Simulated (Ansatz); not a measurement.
# GeNH3Cl (SMILES [NH2][GeH][Cl]) at U-revPBE/cc-pVDZ

What is the electronic atomisation energy of GeNH3Cl at U-revPBE/cc-pVDZ? 

Program for the calculation: Ansatz 0.2.0.

72 further runs of the same task are left out: 72 set aside as unsound or not needed.

### 1 Starting point

GeNH3Cl: 6 atoms, total charge 0, spin state doublet. SMILES: `[NH2][GeH][Cl]`. Geometry: relaxed at PBE0-D4/def2-TZVP. This is one conformer, not always the lowest.

Bond lengths: N1–Ge2 1.836 Å, Ge2–Cl3 2.169 Å, N1–H4 1.011 Å, N1–H5 1.011 Å, Ge2–H6 1.560 Å. Angles: N1–Ge2–Cl3 104.1°, N1–Ge2–H6 106.5°, Cl3–Ge2–H6 107.8°, Ge2–N1–H4 115.7°, Ge2–N1–H5 115.6°, H4–N1–H5 109.9°.

### 2 A single-point energy at U-revPBE/cc-pVDZ

in.yaml reads:

```yaml
crystal:
  periodic: [false, false, false]
  atoms:
    - {symbol: "N", position_ang: [-0.446300, 0.317900, -0.788300]}
    - {symbol: Ge, position_ang: [0.075400, -0.151000, 0.908100]}
    - {symbol: Cl, position_ang: [1.243000, -1.956900, 0.623300]}
    - {symbol: H, position_ang: [-0.984500, 1.171200, -0.861400]}
    - {symbol: H, position_ang: [-0.888700, -0.414300, -1.327200]}
    - {symbol: H, position_ang: [1.043200, 0.969100, 1.399300]}
basis:
  gaussian:
    orbitals: cc-pVDZ
magnetization:
  spin_polarized: true
  initial_magnetization: 1
hamiltonian:
  xc: {name: revPBE}
accuracy: high
output:
  orbitals: {seedname: orbitals}
```

Launch:

```bash
$ ansatz run in.yaml --threads 1 --pin off --max-ram 3480MiB --events-out events.jsonl --progress --plain --runs-dir runs
```

The program printed:

```text
Warning: RAYON_NUM_THREADS=1 ignored (pool sized by the plan → 1); use --threads N
Functional definition: revPBE
  name "revPBE"
  parameter kappa = 1.245
  parameter beta = 0.06672455060314922
  exchange = pbe_x(kappa = kappa, mu = beta*pi^2/3)
  correlation = pbe_c(beta = beta)
1672 factors; integrals over basis functions are off by at most 4.7e-9 eV
mean field evaluation 1: about -70564.7133 eV, gradient 4.3e1 eV
mean field evaluation 2: about -70511.2839 eV, gradient 9.2e1 eV
mean field evaluation 4: about -70572.0583 eV, gradient 7.6e0 eV
mean field evaluation 8: about -70572.4101 eV, gradient 1.6e-1 eV
mean field evaluation 16: about -70572.4103 eV, gradient 8.1e-5 eV
mean field -70572.41030430 eV, -2593.4882429854 hartree, gradient 4.4e-8 eV, S^2 0.751988; 0 other end points of the search recorded, 0 dependent functions left out
reference -70572.41030792 eV, -2593.4882431182 hartree; 30, 29 occupied and 44, 45 virtual orbitals, 1672 factors
Total energy: -70572.41030792 eV, -2593.4882431182 hartree
```

It took 11 s on 1 thread of Arm Neoverse V1, shared host; peak memory 0.23 GiB.

### 3 The Cl atom

run.yaml reads:

```yaml
crystal:
  periodic: [false, false, false]
  atoms:
    - symbol: Cl
      position_ang: [0.000000, 0.000000, 0.000000]
basis:
  gaussian:
    orbitals: cc-pVDZ
magnetization:
  spin_polarized: true
  initial_magnetization: 1
hamiltonian:
  xc: {name: revPBE}
accuracy: high
```

Run the same way, it converges to -460.05728 Eh (log not shown).

### 4 The Ge atom

input.yaml reads:

```yaml
crystal:
  periodic: [false, false, false]
  atoms:
    - {symbol: Ge, position_ang: [0.000000, 0.000000, 0.000000]}
basis:
  gaussian:
    orbitals: cc-pVDZ
magnetization:
  spin_polarized: true
  initial_magnetization: 2
accuracy: high
hamiltonian:
  xc: {name: revPBE}
```

Launch:

```bash
$ ansatz run input.yaml --threads 1 --pin off --max-ram 3480MiB --events-out events.jsonl --progress --plain --runs-dir runs
```

The program printed:

```text
Warning: RAYON_NUM_THREADS=1 ignored (pool sized by the plan → 1); use --threads N
Functional definition: revPBE
  name "revPBE"
  parameter kappa = 1.245
  parameter beta = 0.06672455060314922
  exchange = pbe_x(kappa = kappa, mu = beta*pi^2/3)
  correlation = pbe_c(beta = beta)
260 factors; integrals over basis functions are off by at most 4.5e-9 eV
mean field evaluation 1: about -56510.7253 eV, gradient 2.6e0 eV
mean field evaluation 2: about -56510.7819 eV, gradient 4.9e-1 eV
mean field evaluation 4: about -56510.7829 eV, gradient 5.6e-2 eV
mean field evaluation 8: about -56510.7829 eV, gradient 3.0e-4 eV
mean field evaluation 16: about -56510.7846 eV, gradient 4.2e-2 eV
mean field evaluation 32: about -56510.7846 eV, gradient 4.2e-2 eV
mean field -56510.78291211 eV, -2076.7329676357 hartree, gradient 2.6e-8 eV, S^2 2.002170; 2 other end points of the search recorded, 0 dependent functions left out
reference -56510.78291458 eV, -2076.7329677263 hartree; 17, 15 occupied and 10, 12 virtual orbitals, 260 factors
Total energy: -56510.78291458 eV, -2076.7329677263 hartree
```

It took 1.9 s on 1 thread of Arm Neoverse V1, shared host.

### 5 The H atom, same level

molecule.yaml reads:

```yaml
crystal:
  periodic: [false, false, false]
  atoms:
    - {symbol: H, position_ang: [0.000000, 0.000000, 0.000000]}
basis:
  gaussian:
    orbitals: cc-pVDZ
magnetization:
  spin_polarized: true
  initial_magnetization: 1
hamiltonian:
  xc: {name: revPBE}
accuracy: high
```

Run the same way, it converges to -0.50319 Eh (log not shown).

### 6 The N atom, same level

run.yaml reads:

```yaml
basis:
  gaussian:
    orbitals: cc-pVDZ
crystal:
  periodic: [false, false, false]
  atoms:
    - {symbol: "N", position_ang: [0.000000, 0.000000, 0.000000]}
total_charge: 0
magnetization:
  spin_polarized: true
  initial_magnetization: 3
hamiltonian:
  xc: {name: revPBE}
accuracy: high
```

Run the same way, it converges to -54.57319 Eh (log not shown).

### 7 Results

Level: U-revPBE/cc-pVDZ.

```
                                    quantity           value
                      molecule: total energy  -2593.48824 Eh
molecule: HOMO energy (highest over α and β)        -4.68 eV
 molecule: LUMO energy (lowest over α and β)        -3.52 eV
                              molecule: ⟨S²⟩           0.752
                       Cl atom: total energy   -460.05728 Eh
                               Cl atom: ⟨S²⟩           0.752
                       Ge atom: total energy  -2076.73297 Eh
                               Ge atom: ⟨S²⟩           2.002
                        H atom: total energy     -0.50319 Eh
                                H atom: ⟨S²⟩           0.750
                        N atom: total energy    -54.57319 Eh
                                N atom: ⟨S²⟩           3.751
               electronic atomisation energy       16.741 eV
```

In words: Taking the molecule apart into free atoms costs 16.74 eV (386 kcal/mol), before zero-point energy and without spin-orbit coupling.
